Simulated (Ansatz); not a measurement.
# ZnPt: how well frozen cores do

Does the method matter for ZnPt? The same cell, functional and mesh are run with full-potential LAPW, frozen-core PAW and datasets made for this crystal.

Program: Ansatz 0.2.0. Level of theory: DFT PBEsol, scalar-relativistic. These are calculated values, not measurements.

### 1 The structure to begin with

It takes space group P4/mmm (No. 123, tetragonal). Conventional cell: a = 2.864 Å, b = 2.864 Å, c = 3.510 Å, α = 90.00°, β = 90.00°, γ = 90.00°. Around Zn (site symmetry 4/mmm) lie 8 Pt at 2.68 Å and 4 Zn at 2.86 Å. Around Pt (site symmetry 4/mmm) lie 8 Zn at 2.68 Å and 4 Pt at 2.86 Å.

Structure file:

```cif
data_structure
_symmetry_space_group_name_H-M 'P 1'
_symmetry_Int_Tables_number 1
_cell_length_a 2.8640
_cell_length_b 2.8640
_cell_length_c 3.5100
_cell_angle_alpha 90.000
_cell_angle_beta 90.000
_cell_angle_gamma 90.000
_cell_volume 28.79
loop_
_atom_site_label
_atom_site_type_symbol
_atom_site_fract_x
_atom_site_fract_y
_atom_site_fract_z
_atom_site_occupancy
Zn1 Zn 0.50000 0.50000 0.50000 1
Pt1 Pt 0.00000 0.00000 0.00000 1
```

The cell comes from a crystallographic database entry that wasn't checked; take it as a given geometry, which may be far from equilibrium.

Atoms are numbered in the order of the input: Zn1, Pt2.

### 2 Full-potential LAPW

Contents of input.yaml:

```yaml
crystal:
  lattice:
    - [2.864, 0.0, 0.0]
    - [0.0, 2.864, 0.0]
    - [0.0, 0.0, 3.51]
  atoms:
    - { symbol: Zn, position: [0.5, 0.5, 0.5] }
    - { symbol: Pt, position: [0.0, 0.0, 0.0] }
kpoints:
  mp_grid: { grid: [11, 11, 9] }
  band_path:
    path:
      - [0.0, 0.0, 0.0]
      - [0.0, 0.5, 0.0]
      - [0.5, 0.5, 0.0]
      - [0.0, 0.0, 0.0]
      - [0.0, 0.0, 0.5]
      - [0.0, 0.5, 0.5]
      - [0.5, 0.5, 0.5]
      - [0.0, 0.0, 0.5]
      - [0.0, 0.5, 0.0]
    npoints: 14
scf:
  occupations: { method: fermi_dirac, width: 0.05 }
hamiltonian:
  xc: pbesol
  pseudopotentials: { kind: all_electron, lapw: { basis_error: 0.00025 } }
output:
  forces: true
  stress: true
  eigenvalues: true
  fatbands: true
  populations: true
  dos: { projected: true, de: 0.2, e_range: [-14, 8] }
```

The run is started by

```sh
$ ansatz run input.yaml --threads 1 --pin off --max-ram 3072MiB --backend cpu --events-out ev --progress --plain --runs-dir out
```

### 3 Frozen-core PAW

input.yaml, as its differences from that of step 2:

```diff
@@ -26,3 +26,3 @@
   xc: pbesol
-  pseudopotentials: { kind: all_electron, lapw: { basis_error: 0.00025 } }
+  pseudopotentials: { kind: paw }
 output:
@@ -31,4 +31,9 @@
   eigenvalues: true
-  fatbands: true
+  efg: { contact_densities: true }
   populations: true
+  bader: true
   dos: { projected: true, de: 0.2, e_range: [-14, 8] }
+  write_density: true
+  write_potential: true
+  elf: true
+  volumetric_format: npy
```

### 4 Datasets made for this crystal

input.yaml, as its differences from that of step 3:

```diff
@@ -21,3 +21,3 @@
       - [0.0, 0.5, 0.0]
-    npoints: 14
+    npoints: 8
 scf:
@@ -26,3 +26,3 @@
   xc: pbesol
-  pseudopotentials: { kind: paw }
+  pseudopotentials: { kind: all_electron, datasets: crystal }
 output:
@@ -32,8 +32 @@
   efg: { contact_densities: true }
-  populations: true
-  bader: true
-  dos: { projected: true, de: 0.2, e_range: [-14, 8] }
-  write_density: true
-  write_potential: true
-  elf: true
-  volumetric_format: npy
```

(Steps that only read results are left out.)

Q: Predict the outcome of this session. Wanted: pressure; gap; Bader charges.

The runs gave:

```
           quantity                                              value
           pressure  LAPW -5.85, PAW -5.87, crystal datasets -5.84 GPa
         gap (LAPW)                                               none
Bader charges (PAW)                             Zn1 +0.61, Pt2 -0.61 e
```

What this shows: The pressure of -5.8 GPa pushes the cell to shrink, with the atoms held in place. There is no gap at this level; the crystal is a metal here. Pt 5d carries the largest share, 57 %, of the projected states within 0.3 eV of the Fermi level. The projection holds only the free atom's occupied shells (Zn 4s, Zn 3d, Pt 6s, Pt 5d in this range). The field gradient at Pt2, the largest by crystal datasets, is 16.45 by PAW and 16.87 by crystal datasets (10²¹ V/m²), within 5 %. No spin–orbit coupling: at heavy atoms the gradients can be off by tens of per cent for that reason. In pressure, PAW differs from LAPW by -0.02 GPa. LAPW took about 2.3 times as long as PAW (34 s against 15 s, on a shared host and with the outputs that each input asks for). Spin-orbit coupling is left out, though the cell holds Pt; in elements this heavy it can shift bands and gaps by tenths of an eV.
